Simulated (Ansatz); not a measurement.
**Sn3PbO4: the cell at several levels of theory, part 1 of 2**

Aim: relax Sn3PbO4, litharge host with PBE-D3(BJ) and r2SCAN+rVV10 and see how far the functionals disagree on the cell. This is a trial cell built on a prototype, not taken from a measured structure, and it needn't be the compound's ground state.

Program: Ansatz 0.2.0. PAW datasets, plane waves, zero pressure. No spin polarisation and no zero-point or thermal motion; the cell was built from a prototype and may be hypothetical.

### Step 1. The system as given

The symmetry is Pmm2 (No. 25, orthorhombic); a = 3.832 Å, b = 7.664 Å, c = 4.910 Å in the conventional setting, 18.02 Å³ an atom. Sn has 4 O at 2.24 Å; O has 4 Sn at 2.24 Å; O has 1 Pb at 2.24 Å and 3 Sn at 2.24 Å; Pb has 4 O at 2.24 Å.

Coordinates:

```
CELL_PARAMETERS angstrom
3.83190 0.00000 0.00000
0.00000 7.66379 0.00000
0.00000 0.00000 4.91024
ATOMIC_POSITIONS crystal
Sn 0.50000 0.75000 0.76463
Sn 0.00000 0.00000 0.23537
O 0.50000 0.00000 0.00000
O 0.00000 0.75000 0.00000
Sn 0.50000 0.25000 0.76463
Pb 0.00000 0.50000 0.23537
O 0.50000 0.50000 0.00000
O 0.00000 0.25000 0.00000
```

### Step 2. PBE-D3(BJ): cell and atoms

The input, input.yaml:

```yaml
crystal:
  lattice:
    - [3.83189695, 0.0, 0.0]
    - [0.0, 7.66379389, 0.0]
    - [0.0, 0.0, 4.9102372]
  atoms:
    - { symbol: Sn, position: [0.5, 0.75, 0.76462614] }
    - { symbol: Sn, position: [0.0, 0.0, 0.23537386] }
    - { symbol: O, position: [0.5, 0.0, 0.0] }
    - { symbol: O, position: [0.0, 0.75, 0.0] }
    - { symbol: Sn, position: [0.5, 0.25, 0.76462614] }
    - { symbol: Pb, position: [0.0, 0.5, 0.23537386] }
    - { symbol: O, position: [0.5, 0.5, 0.0] }
    - { symbol: O, position: [0.0, 0.25, 0.0] }
kpoints:
  mp_grid: { grid: [6, 4, 6] }
hamiltonian:
  xc: pbe
  dispersion: d3bj
scf:
  occupations: { method: fermi_dirac, width: 0.02 }
relax:
  f_tol: 0.005
  cell: {}
```

Run with:

```bash
$ ansatz run input.yaml --threads 2 --pin off --max-ram 29491MiB --backend cpu --events-out ev --progress --plain --runs-dir out
```

What it wrote:

```text
Engine: ansatz 0.2.0, x86_64-unknown-linux-gnu
Pseudopotentials: kind: paw
Pseudopotential: Sn, paw, valence charge 14, recommended cutoff 420 eV (normal), Sn.paw.azcp
Pseudopotential: O, paw, valence charge 6, recommended cutoff 420 eV (normal), O.paw.azcp
Pseudopotential: Pb, paw, valence charge 14, recommended cutoff 420 eV (normal), Pb.paw.azcp
Functional definition: PBE
  parameter kappa = 0.804
  parameter beta = 0.06672455060314922
  exchange = pbe_x(kappa = kappa, mu = beta*pi^2/3)
  correlation = pbe_c(beta = beta)
Crystal: 8 atoms, lattice volume = 144.198 Å³
Basis set: ecut = 420 eV, 2845 PW (Γ), exchange–correlation on 54×108×72 points (8 copies of the dense FFT grid, shifted against one another)
Bands: 48, of which v1, the nominal top of the filled ones, is band 40 counted from 1 (39 counted from 0)
Symmetry: 4 space group operations
Space group: Pmm2 (ITA 25), of the structure as read, at distance tolerance 5.2e-5 Å
k-points: 48 of 144 (time reversal used)
Non-local potential: Sn, projectors of the file, l = 0: 2, l = 1: 2, l = 2: 2, l = 3: 2
Non-local potential: O, projectors of the file, l = 0: 2, l = 1: 2, l = 2: 1
Non-local potential: Pb, projectors of the file, l = 0: 2, l = 1: 2, l = 2: 2, l = 3: 2
PAW form: soft (Blöchl's): semilocal exchange-correlation on the pseudo side does not see the compensation charge
PAW one-centre angular grid: Sn, 590 points (default); XC on 64 Gauss nodes
PAW one-centre angular grid: O, 110 points (default); XC on 64 Gauss nodes
PAW one-centre angular grid: Pb, 590 points (default); XC on 64 Gauss nodes
Initial density: superposition of atomic densities (neutral atoms: chi_scale 0, normalization atom), corrected by the library's trained network
Initial wavefunctions: pseudopotential atomic-orbital guess
Functional: x = pbe(κ = 0.804, μ = 0.2195149727645171), c = pbe(β = 0.06672455060314922)
SCF iter   1: F=—  HF=-32250.282375 eV  |F-HF|=—  |Δ(HF+E_count)|=         —  Δρ=1.54e-3  dr2=3.07e-3  ethr=1.77e-3  ⟨swp⟩=7.3  Hψ=9524  notcnv=0  defer=1
preconditioner: auto → Resta (q_TF=auto, 2.473 Å⁻¹)  ε∞=3.5  [insulator: Δε(μ)=0.412 eV  Ē_g=17.471 eV  σ=0.020 eV  W_gap=1.00  n_scr=38 (ndim 8)  ℏωp=27.7 eV  f_vac=0.023  D(μ)=0.00/eV (n_scr^D=0)  ε∞_Penn≈3.5]
SCF iter   2: F=—  HF=-32250.284218 eV  |F-HF|=—  |Δ(HF+E_count)|=   1.84e-3  Δρ=8.90e-4  dr2=9.21e-4  ethr=3.84e-6  ⟨swp⟩=2.8  Hψ=5213  notcnv=0  defer=140
SCF iter   3: F=—  HF=-32250.284875 eV  |F-HF|=—  |Δ(HF+E_count)|=   6.57e-4  Δρ=3.90e-4  dr2=2.26e-4  ethr=1.15e-6  ⟨swp⟩=2.3  Hψ=3557  notcnv=0  defer=140
SCF iter   4: F=—  HF=-32250.284867 eV  |F-HF|=—  |Δ(HF+E_count)|=   8.04e-6  Δρ=1.99e-4  dr2=5.36e-5  ethr=2.83e-7  ⟨swp⟩=2.0  Hψ=3332  notcnv=0  defer=140
SCF iter   5: F=—  HF=-32250.284815 eV  |F-HF|=—  |Δ(HF+E_count)|=   5.17e-5  Δρ=5.73e-5  dr2=4.78e-6  ethr=6.70e-8  ⟨swp⟩=2.0  Hψ=2991  notcnv=0  defer=140
SCF iter   6: F=—  HF=-32250.284818 eV  |F-HF|=—  |Δ(HF+E_count)|=   3.64e-6  Δρ=5.77e-5  dr2=4.90e-6  ethr=5.98e-9  ⟨swp⟩=2.0  Hψ=3320  notcnv=0  defer=140
SCF iter   7: F=—  HF=-32250.284818 eV  |F-HF|=—  |Δ(HF+E_count)|=   3.60e-7  Δρ=7.77e-6  dr2=1.05e-7  ethr=5.98e-9  ⟨swp⟩=2.0  Hψ=3206  notcnv=0  defer=140
SCF iter   8: F=-32250.284818 eV  HF=-32250.284818 eV  |F-HF|=9.15e-9  |Δ(HF+E_count)|=   7.79e-8  Δρ=2.01e-6  dr2=8.06e-9  ethr=1.25e-10  ⟨swp⟩=5.0  Hψ=7715  notcnv=0
SCF 1 converged in 8 iterations: F = -32250.284818 eV  dr2 = 8.06e-9
relax step   1: F+E_penalty+E_count = -32250.28481821 eV  Δ(F+E_penalty+E_count) = +0.000e0 eV  max|allowed force component| = 2.311e0 eV/Å  Δτ_max = 0.0000 Å  P = +3.595 GPa  Ω = 144.198 Å³  (8 SCF iters, dr2 threshold 1.00e-7 eV, accepted)
Crystal: 8 atoms, lattice volume = 145.128 Å³
Basis set: ecut = 420 eV, 2853 PW (Γ), exchange–correlation on 54×108×72 points (8 copies of the dense FFT grid, shifted against one another)
Initial density: handed on by an earlier stage of this run
Initial wavefunctions: those handed on with the density
iter 1 solved again at ethr=8.97e-5 eV; its pass at ethr=3.10e-3 eV (dr2=7.17e-2 eV) is discarded
SCF iter   1: F=—  HF=-32250.542356 eV  |F-HF|=—  |Δ(HF+E_count)|=         —  Δρ=6.72e-3  dr2=7.13e-2  ethr=8.97e-5  ⟨swp⟩=2.5  Hψ=12448  notcnv=0  defer=1
preconditioner: auto → Resta (q_TF=auto, 2.470 Å⁻¹)  ε∞=3.6  [insulator: Δε(μ)=0.152 eV  Ē_g=17.255 eV  σ=0.020 eV  W_gap=0.96  n_scr=38 (ndim 8)  ℏωp=27.6 eV  f_vac=0.022  D(μ)=0.05/eV (n_scr^D=0)  ε∞_Penn≈3.6]
SCF iter   2: F=—  HF=-32250.529322 eV  |F-HF|=—  |Δ(HF+E_count)|=   1.30e-2  Δρ=3.18e-3  dr2=2.08e-2  ethr=8.91e-5  ⟨swp⟩=3.0  Hψ=3519  notcnv=0  defer=1
SCF iter   3: F=—  HF=-32250.527055 eV  |F-HF|=—  |Δ(HF+E_count)|=   2.27e-3  Δρ=3.08e-3  dr2=1.22e-2  ethr=2.60e-5  ⟨swp⟩=3.0  Hψ=3957  notcnv=0  defer=1
SCF iter   4: F=—  HF=-32250.525105 eV  |F-HF|=—  |Δ(HF+E_count)|=   1.95e-3  Δρ=5.95e-4  dr2=6.10e-4  ethr=1.52e-5  ⟨swp⟩=2.2  Hψ=3869  notcnv=0  defer=14
SCF iter   5: F=—  HF=-32250.525175 eV  |F-HF|=—  |Δ(HF+E_count)|=   7.05e-5  Δρ=3.99e-4  dr2=2.06e-4  ethr=7.62e-7  ⟨swp⟩=2.0  Hψ=3172  notcnv=0  defer=14
SCF iter   6: F=—  HF=-32250.525176 eV  |F-HF|=—  |Δ(HF+E_count)|=   4.92e-7  Δρ=9.67e-5  dr2=1.66e-5  ethr=2.58e-7  ⟨swp⟩=2.0  Hψ=3090  notcnv=0  defer=14
SCF iter   7: F=—  HF=-32250.525191 eV  |F-HF|=—  |Δ(HF+E_count)|=   1.51e-5  Δρ=4.42e-5  dr2=2.82e-6  ethr=2.07e-8  ⟨swp⟩=2.0  Hψ=3114  notcnv=0  defer=14
SCF iter   8: F=—  HF=-32250.525193 eV  |F-HF|=—  |Δ(HF+E_count)|=   2.37e-6  Δρ=3.63e-5  dr2=1.73e-6  ethr=1.00e-9  ⟨swp⟩=5.8  Hψ=8315  notcnv=0
SCF iter   9: F=-32250.525193 eV  HF=-32250.525193 eV  |F-HF|=8.34e-8  |Δ(HF+E_count)|=   8.67e-8  Δρ=7.20e-6  dr2=6.21e-8  ethr=1.00e-9  ⟨swp⟩=3.9  Hψ=8343  notcnv=0
SCF 2 converged in 9 iterations: F = -32250.525193 eV  dr2 = 6.21e-8
relax step   2: F+E_penalty+E_count = -32250.52519332 eV  Δ(F+E_penalty+E_count) = -2.404e-1 eV  max|allowed force component| = 4.763e-1 eV/Å  Δτ_max = 0.1530 Å  P = -0.869 GPa  Ω = 145.128 Å³  energy of the carried Pulay correction = -2.443e-3 eV  (9 SCF iters, dr2 threshold 8.00e-7 eV, accepted)
Crystal: 8 atoms, lattice volume = 150.676 Å³
Basis set: ecut = 420 eV, 2975 PW (Γ), exchange–correlation on 54×108×72 points (8 copies of the dense FFT grid, shifted against one another)
iter 1 solved again at ethr=6.32e-5 eV; its pass at ethr=3.10e-3 eV (dr2=5.06e-2 eV) is discarded
SCF iter   1: F=—  HF=-32250.503783 eV  |F-HF|=—  |Δ(HF+E_count)|=         —  Δρ=6.96e-3  dr2=5.18e-2  ethr=6.32e-5  ⟨swp⟩=2.9  Hψ=12537  notcnv=0  defer=2
preconditioner: auto → Resta (q_TF=auto, 2.455 Å⁻¹)  ε∞=3.4  [insulator: Δε(μ)=0.600 eV  Ē_g=17.315 eV  σ=0.020 eV  W_gap=1.00  n_scr=38 (ndim 8)  ℏωp=27.1 eV  f_vac=0.024  D(μ)=0.00/eV (n_scr^D=0)  ε∞_Penn≈3.4]
SCF iter   2: F=—  HF=-32250.490604 eV  |F-HF|=—  |Δ(HF+E_count)|=   1.32e-2  Δρ=3.08e-3  dr2=8.13e-3  ethr=6.32e-5  ⟨swp⟩=3.0  Hψ=4861  notcnv=0
SCF iter   3: F=—  HF=-32250.489486 eV  |F-HF|=—  |Δ(HF+E_count)|=   1.12e-3  Δρ=1.46e-3  dr2=2.43e-3  ethr=1.02e-5  ⟨swp⟩=2.3  Hψ=4451  notcnv=0  defer=1
SCF iter   4: F=—  HF=-32250.489199 eV  |F-HF|=—  |Δ(HF+E_count)|=   2.86e-4  Δρ=4.10e-4  dr2=2.45e-4  ethr=3.04e-6  ⟨swp⟩=2.0  Hψ=3361  notcnv=0
SCF iter   5: F=—  HF=-32250.489142 eV  |F-HF|=—  |Δ(HF+E_count)|=   5.70e-5  Δρ=1.16e-4  dr2=2.18e-5  ethr=3.06e-7  ⟨swp⟩=2.0  Hψ=2913  notcnv=0
SCF iter   6: F=—  HF=-32250.489151 eV  |F-HF|=—  |Δ(HF+E_count)|=   8.17e-6  Δρ=1.13e-4  dr2=1.76e-5  ethr=2.72e-8  ⟨swp⟩=2.1  Hψ=3509  notcnv=0
SCF iter   7: F=-32250.489148 eV  HF=-32250.489148 eV  |F-HF|=3.49e-7  |Δ(HF+E_count)|=   2.53e-6  Δρ=1.69e-5  dr2=3.77e-7  ethr=1.00e-9  ⟨swp⟩=4.0  Hψ=9865  notcnv=0
SCF 3 converged in 7 iterations: F = -32250.489148 eV  dr2 = 3.77e-7
relax step   3: F+E_penalty+E_count = -32250.48914832 eV  Δ(F+E_penalty+E_count) = +3.605e-2 eV  max|allowed force component| = 4.375e-1 eV/Å  Δτ_max = 0.0772 Å  P = -0.801 GPa  Ω = 150.676 Å³  energy of the carried Pulay correction = -1.671e-2 eV  (7 SCF iters, dr2 threshold 8.00e-7 eV, rejected (line search))
[... from here on, the SCF cycles and remarks between the steps are left out ...]
relax step   4: F+E_penalty+E_count = -32250.55161963 eV  Δ(F+E_penalty+E_count) = -2.643e-2 eV  max|allowed force component| = 7.895e-2 eV/Å  Δτ_max = 0.0311 Å  P = -0.277 GPa  Ω = 145.818 Å³  energy of the carried Pulay correction = -4.248e-3 eV  (11 SCF iters, accepted)
relax step   5: F+E_penalty+E_count = -32250.55374706 eV  Δ(F+E_penalty+E_count) = -2.127e-3 eV  max|allowed force component| = 3.934e-2 eV/Å  Δτ_max = 0.0038 Å  P = -0.087 GPa  Ω = 145.610 Å³  energy of the carried Pulay correction = -3.706e-3 eV  (5 SCF iters, dr2 threshold 5.08e-7 eV, accepted)
relax step   6: F+E_penalty+E_count = -32250.55453188 eV  Δ(F+E_penalty+E_count) = -7.848e-4 eV  max|allowed force component| = 2.288e-2 eV/Å  Δτ_max = 0.0100 Å  P = -0.010 GPa  Ω = 145.600 Å³  energy of the carried Pulay correction = -3.679e-3 eV  (7 SCF iters, dr2 threshold 9.67e-8 eV, accepted)
relax step   7: F+E_penalty+E_count = -32250.55464398 eV  Δ(F+E_penalty+E_count) = -1.121e-4 eV  max|allowed force component| = 2.538e-3 eV/Å  Δτ_max = 0.0034 Å  P = +0.021 GPa  Ω = 145.586 Å³  energy of the carried Pulay correction = -3.641e-3 eV  (6 SCF iters, dr2 threshold 3.27e-8 eV, accepted)
relax step   8: F+E_penalty+E_count = -32250.55968345 eV  Δ(F+E_penalty+E_count) = -5.039e-3 eV  max|allowed force component| = 2.971e-3 eV/Å  Δτ_max = 0.0000 Å  P = +0.070 GPa  Ω = 145.586 Å³  stress off target by 1.45e-1 GPa  SCF on the basis re-selected at this cell (its energy is not comparable with the rows above)  (7 SCF iters)
relax step   9: F+E_penalty+E_count = -32250.55994988 eV  Δ(F+E_penalty+E_count) = -2.664e-4 eV  max|allowed force component| = 9.468e-3 eV/Å  Δτ_max = 0.0039 Å  P = -0.017 GPa  Ω = 145.532 Å³  energy of the carried Pulay correction = +1.058e-4 eV  (6 SCF iters, dr2 threshold 5.26e-8 eV, accepted)
relax step  10: F+E_penalty+E_count = -32250.55995552 eV  Δ(F+E_penalty+E_count) = -5.642e-6 eV  max|allowed force component| = 9.693e-4 eV/Å  Δτ_max = 0.0010 Å  P = +0.003 GPa  Ω = 145.537 Å³  energy of the carried Pulay correction = +9.450e-5 eV  (6 SCF iters, dr2 threshold 5.60e-9 eV, accepted)
iter 1 solved again at ethr=1.29e-7 eV; its pass at ethr=3.10e-3 eV (dr2=1.03e-4 eV) is discarded
SCF iter   1: F=—  HF=-32250.560075 eV  |F-HF|=—  |Δ(HF+E_count)|=         —  Δρ=3.01e-5  dr2=6.74e-8  ethr=1.29e-7  ⟨swp⟩=3.9  Hψ=16112  notcnv=0
SCF iter   2: F=—  HF=-32250.559993 eV  |F-HF|=—  |Δ(HF+E_count)|=   8.18e-5  Δρ=1.53e-5  dr2=1.88e-8  ethr=8.42e-11  ⟨swp⟩=3.0  Hψ=4676  notcnv=0
SCF iter   3: F=—  HF=-32250.559997 eV  |F-HF|=—  |Δ(HF+E_count)|=   3.97e-6  Δρ=4.22e-6  dr2=1.98e-8  ethr=2.36e-11  ⟨swp⟩=2.0  Hψ=3507  notcnv=0
SCF iter   4: F=—  HF=-32250.559997 eV  |F-HF|=—  |Δ(HF+E_count)|=   4.89e-8  Δρ=5.86e-7  dr2=3.33e-10  ethr=2.36e-11  ⟨swp⟩=2.0  Hψ=3207  notcnv=0
SCF iter   5: F=-32250.559997 eV  HF=-32250.559997 eV  |F-HF|=2.55e-11  |Δ(HF+E_count)|=  5.60e-10  Δρ=2.32e-7  dr2=4.96e-11  ethr=1.00e-12  ⟨swp⟩=5.2  Hψ=8204  notcnv=0
SCF 11 converged in 5 iterations: F = -32250.559997 eV  dr2 = 4.96e-11
relax step  11: F+E_penalty+E_count = -32250.55999733 eV  Δ(F+E_penalty+E_count) = -4.181e-5 eV  max|allowed force component| = 9.912e-4 eV/Å  Δτ_max = 0.0000 Å  P = +0.002 GPa  Ω = 145.537 Å³  stress off target by 1.07e-2 GPa  SCF on the basis re-selected at this cell (its energy is not comparable with the rows above)  (5 SCF iters)
basis re-selected at this cell: Δ(F+E_penalty+E_count) = -4.181e-5 eV, ΔP = -0.001 GPa vs the last step (what re-selecting the basis moved, of the pressure what is left beyond the Pulay correction that the steps carried, after the strain that the cell walked since its last selection, with what the two solves' SCF thresholds leave and, on support functions, any second-order correction that the steps lacked; it is no measure of the basis error at this ecutwfc). This SCF's stress stands 1.07e-2 GPa from its target on what of the cell is left free (relax.cell.stress_tol is 5.00e-2 GPa) and its largest allowed force component is 9.91e-4 eV/Å (relax.f_tol is 5.00e-3 eV/Å): within both
SCF converged after 5 iterations
Free energy (F): -32250.559997 eV
Harris-Foulkes:  -32250.559997 eV  (|F-HF|=2.55e-11)
Internal energy: -32250.559989 eV  (E = F + TS)
E sigma→0 (E₀):  -32250.559993 eV
Entropy (-TS):   -0.000008 eV (-0.001 meV/atom)
Fermi energy:    9.647475 eV
--- Per-component energies (eV) ---
  E_band       = -333.429980
  E_kinetic    = 1548.423810
  E_local      = -5511.382630  (includes V_loc(G=0)·N_el)
  E_nonlocal   = 447.213993
  E_hartree    = 2761.819661
  E_xc         = -1663.446094
  E_vxc        = -796.887035  (∫ρ·V_xc dr)
  E_paw        = -23447.903791  (= ΣΔE_a)
  E_vpaw       = -1544.447167  (= ΣTr[D̂ρ^β])
  E_aug_tail   = 0.009651  (compensation charges beyond the density's cutoff)
  E_ewald      = -6383.416525
  E_disp       = -1.878066  (pairwise vdW)
  E_smearing   = -0.000008  (= −TS)
  E_closure    = -0.000000  (closes the sum)
  Σ components = -32250.559997   (vs F -32250.559997, Δ=0.00e0)
--- Forces (eV/Å), atoms counted from 1 ---
  atom   1  Sn     0.00000000     0.00021251     0.00005647
  atom   2  Sn     0.00000000    -0.00000000     0.00052709
  atom   3  O      0.00000000    -0.00000000     0.00039184
  atom   4  O      0.00000000    -0.00032716    -0.00097612
  atom   5  Sn     0.00000000    -0.00021251     0.00005647
  atom   6  Pb     0.00000000    -0.00000000    -0.00007188
  atom   7  O      0.00000000    -0.00000000     0.00099100
  atom   8  O      0.00000000     0.00032716    -0.00097612
  max |Σ_I F_I| component: 1.25e-6 eV/Å
--- Stress (GPa, compression-positive) ---
        0.010678      -0.000000      -0.000000
       -0.000000       0.001688       0.000000
       -0.000000       0.000000      -0.005526
  P = ⅓ Tr σ = 0.0023 GPa (0.023 kbar)
--- Relaxed structure (9 steps of the walk, 8 accepted, 2 SCFs on fresh bases) ---
  F+E_penalty+E_count = -32250.55999733 eV   max|allowed force component| = 9.912e-4 eV/Å   (the final SCF, on the basis selected at the relaxed cell)
  cell:  # Å, volume = 145.5373 Å³
    - [3.8883477959769017, 0.0, 0.0]
    - [0.0, 7.741587621423236, 0.0]
    - [0.0, 0.0, 4.834808785155951]
  atoms:
    - { symbol: Sn, position: [0.5, 0.7520753408343629, 0.7657268525436923] }
    - { symbol: Sn, position: [0.0, 0.0, 0.23529386770659733] }
    - { symbol: O, position: [0.5, 0.0, -0.0008054749582982203] }
    - { symbol: O, position: [0.0, 0.7592751996404749, -0.008534633374564511] }
    - { symbol: Sn, position: [0.5, 0.24792465916563694, 0.7657268525436923] }
    - { symbol: Pb, position: [0.0, 0.49999999999999994, 0.26291455922909884] }
    - { symbol: O, position: [0.5, 0.49999999999999994, -0.011787390315654006] }
    - { symbol: O, position: [0.0, 0.24072480035952493, -0.008534633374564511] }
```

It took 2.1 min on 2 threads of AMD EPYC 7R13 (Zen 3), shared host; peak memory 0.69 GiB.

Ionic steps:

```
step  energy change (meV/atom)  largest force (eV/Å)  pressure (GPa)  volume (Å³/atom)
   1                       0.0                2.3106            3.59            18.025
   2                     -30.0                0.4763           -0.87            18.141
  3*                     -25.5                0.4375           -0.80            18.834
   4                     -33.4                0.0789           -0.28            18.227
   5                     -33.6                0.0393           -0.09            18.201
   6                     -33.7                0.0229           -0.01            18.200
   7                     -33.7                0.0025            0.02            18.198
   8                     -34.4                0.0030            0.07            18.198
   9                     -34.4                0.0095           -0.02            18.192
  10                     -34.4                0.0010            0.00            18.192
  11                     -34.4                0.0010            0.00            18.192
```

A star marks a trial step that the optimiser took back.

Step 8 solves the same cell on a plane-wave basis chosen anew, so the energy can jump there without a move.

The table lists every geometry solved, with passes on a fresh basis, whose energies don't compare exactly with the rows above.

|  | before | after | change |
| --- | --- | --- | --- |
| a (Å) | 3.832 | 3.888 | +1.47 % |
| b (Å) | 7.664 | 7.742 | +1.02 % |
| c (Å) | 4.910 | 4.835 | -1.54 % |
| volume (Å³/atom) | 18.025 | 18.192 | +0.93 % |
| shortest distance (Å) | 2.238 | 2.205 | -1.45 % |
| space group | Pmm2 | Pmm2 | same |

(Continued in part 2 of 2.)
